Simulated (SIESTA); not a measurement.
CuAu3:

```
CELL_PARAMETERS angstrom
-1.99063 1.99063 4.08210
1.99063 -1.99063 4.08210
1.99063 1.99063 -4.08210
ATOMIC_POSITIONS crystal
Au 0.50000 0.50000 0.00000
Au 0.25000 0.75000 0.50000
Au 0.75000 0.25000 0.50000
Cu 0.00000 0.00000 0.00000
```

The cell comes from a database or a generator and needn't be the stable form of this composition.

* Program: SIESTA 5.4.2
* Task: single point
* Functional: PBEsol
* Potentials or basis: PseudoDojo 0.4 standard (PBEsol files)
* Basis: DZP (energy shift 0.003 Ry; two zetas on semicore shells)
* Grid cutoff: 800 Ry
* Energy shift: 0.003 Ry
* k mesh: 9 × 9 × 9
* Occupations: fermi-dirac, width 0.05 eV
* Spin: no spin polarisation

On this cell: pressure -3.6 GPa; largest force under 0.003 eV/Å; band gap on the k mesh none (metal or under the smearing width).

The same run follows on a disturbed copy (atoms moved at random, drawn with an rms of 0.05 Å):

```
Au Cu
1.0
    -1.99063    1.99063    4.08210
     1.99063   -1.99063    4.08210
     1.99063    1.99063   -4.08210
Au Cu
3 1
Direct
  0.50167 0.49447 0.99553
  0.26023 0.75801 0.52229
  0.74034 0.23719 0.48563
  0.99036 0.99020 0.98655
```

Question: What changes?

Answer: The energy (extrapolated to zero smearing) moves by +13.1 meV/atom; pressure -3.1 GPa; largest force 0.951 eV/Å; band gap on the k mesh none (metal or under the smearing width).

Forces on the atoms (eV/Å):
```
Au   0.072 -0.025 -0.304
Au  -0.680 -0.654  0.123
Au   0.556  0.540  0.197
Cu   0.051  0.138 -0.016
```

Stress tensor (GPa, compression positive):
```
-2.67  0.45  0.76
 0.45 -2.95 -0.80
 0.76 -0.80 -3.56
```

Caveats: short orbitals over semicore shells can move pressures by several GPa; the basis of atomic orbitals isn't converged, which shifts pressures, moduli and gaps.
